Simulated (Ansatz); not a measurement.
This script for a projected density of states of YPdPb, space group P-62m with Ansatz's Python interface holds a mistake.

The script, `run_pdos.py`:
```python
# -*- coding: utf-8 -*-
"""Which atoms and shells make the states of YPdPb."""

import ansatz as az
import numpy as np

vectors = np.array([
    [4.103842, 0.0, 0.0],
    [-2.051921, 3.554031, 0.0],
    [0.0, 0.0, 2.079318],
])
crystal = (
    az.Lattice.of(vectors)
    .atom("Y", (0.399973, 0.0, 0.5))
    .atom("Y", (0.0, 0.399973, 0.5))
    .atom("Y", (0.600027, 0.600027, 0.5))
    .atom("Pd", (0.0, 0.0, 0.5))
    .atom("Pd", (1 / 3, 2 / 3, 0.0))
    .atom("Pd", (2 / 3, 1 / 3, 0.0))
    .atom("Pb", (0.733934, 0.0, 0.0))
    .atom("Pb", (0.0, 0.733934, 0.0))
    .atom("Pb", (0.266066, 0.266066, 0.0))
)

job = (
    crystal.calculation()
    .kpoints(6, 6, 10)  # sampling of the Brillouin zone
    .basis(38 * az.Ry)
    .occupations("gaussian", width=0.05)  # fractional filling near the Fermi level
    .functional(az.Functional.LDA)
    .scf(max_iterations=80)
    .density_of_states(projected=True, energy_step=0.1)  # states per eV and cell
)
planned = job.session().plan(threads=1)
facts = planned.describe()
print("plan:", facts["n_bands"], "bands,", len(facts["kpoints_frac"]), "k-points, plane waves", facts["n_pw_range"], "grid", facts["fft_dense"])
done = planned.execute()
rep = done.report

dos = done.density_of_states()
energy = np.asarray(dos.energies_ev) - dos.fermi_ev
curves = {}
for site in done.projected_density_of_states().sites:
    for shell in site.shells:
        weight = sum(np.sum(curve.g_bin_mean_per_ev, axis=0) for curve in shell.curves)
        name = f"{site.species} {shell.label}"
        curves[name] = curves.get(name, 0) + weight

step = energy[1] - energy[0]
windows = [(-8, -4), (-4, 0), (0, 6)]
print("states by shell in windows of E - E_F (eV):", windows)
for name, g in curves.items():
    print(f"{name:8s}", " ".join(f"{step * g[(energy >= a) & (energy < b)].sum():8.3f}" for a, b in windows))
filled = (energy < 0) & (energy > -8)
for name, g in curves.items():
    if g[filled].sum() * step > 0.5:
        print(f"centre of {name}: {np.average(energy[filled], weights=g[filled]):.2f} eV")
```

`python run_pdos.py` gives:
```text
plan: 78 bands, 42 k-points, plane waves [794, 830] grid [32, 32, 16]
states by shell in windows of E - E_F (eV): [(-8, -4), (-4, 0), (0, 6)]
Y 4S        0.142    0.139    0.172
Y 5S        0.032    0.059    0.170
Y 4P        0.606    0.474    0.549
Y 4D        2.835    3.181    4.174
Pd 4S       0.140    0.127    0.188
Pd 4P       0.196    0.175    0.189
Pd 4D       0.886    0.716    0.977
Pb 6S       0.083    0.167    0.507
Pb 6P       0.264    0.203    0.335
Pb 5D       0.366    0.380    0.491
centre of Y 4P: -4.27 eV
centre of Y 4D: -3.82 eV
centre of Pd 4D: -4.22 eV
centre of Pb 5D: -3.93 eV
```

The script ran to its end, but the result can't be trusted. Why?

The fault: the cell is far too small. Mended:

```diff
--- before
+++ after
@@ -7,5 +7,5 @@
 vectors = np.array([
-    [4.103842, 0.0, 0.0],
-    [-2.051921, 3.554031, 0.0],
-    [0.0, 0.0, 2.079318],
+    [7.754803, 0.0, 0.0],
+    [-3.877402, 6.715856, 0.0],
+    [0.0, 0.0, 3.929173],
 ])
@@ -26,3 +26,3 @@
     crystal.calculation()
-    .kpoints(6, 6, 10)  # sampling of the Brillouin zone
+    .kpoints(3, 3, 6)  # sampling of the Brillouin zone
     .basis(38 * az.Ry)
@@ -31,2 +31,3 @@
     .scf(max_iterations=80)
+    .scf(extra_bands=24)
     .density_of_states(projected=True, energy_step=0.1)  # states per eV and cell
```

After the fix:

`python run_pdos.py` gives:
```text
plan: 89 bands, 12 k-points, plane waves [5436, 5498] grid [60, 60, 30]
states by shell in windows of E - E_F (eV): [(-8, -4), (-4, 0), (0, 6)]
Y 4S        0.037    0.020    0.041
Y 5S        0.502    0.821    2.359
Y 4P        0.048    0.132    0.033
Y 4D        0.719    5.373   21.388
Pd 4S       0.056    0.064    0.012
Pd 4P       0.010    0.050    0.023
Pd 4D       3.290   24.204    1.829
Pb 6S       0.062    0.482    1.169
Pb 6P       2.578    6.162    5.900
Pb 5D       0.012    0.085    0.058
centre of Y 5S: -3.07 eV
centre of Y 4D: -2.11 eV
centre of Pd 4D: -3.23 eV
centre of Pb 6S: -2.32 eV
centre of Pb 6P: -2.65 eV
```

Caveats:
- The mesh is modest for a metal, so energies can be off by several to tens of meV an atom and pressures by half a GPa or more; differences at equal mesh fare better.
- Spin-orbit coupling, which matters for elements this heavy, is left out.
- This cell is a computed structure, which may not be the phase found in nature.
- Curves are summed over the cell's atoms. Only shells that the potentials hold have channels, so projections don't add up to the total, least of all where a shell is missing (p of most metals); heights and places of peaks move with the mesh.
- The computed bands are complete only to about 7.2 eV above the Fermi level; beyond that the density of states is undercounted.
- A band centre counts only the states inside the window taken.
- Run time: 29 s on 1 thread of Intel(R) Xeon(R) Platinum 8375C CPU @ 2.90GHz (Ice Lake) (shared host), peak memory 0.67 GiB.
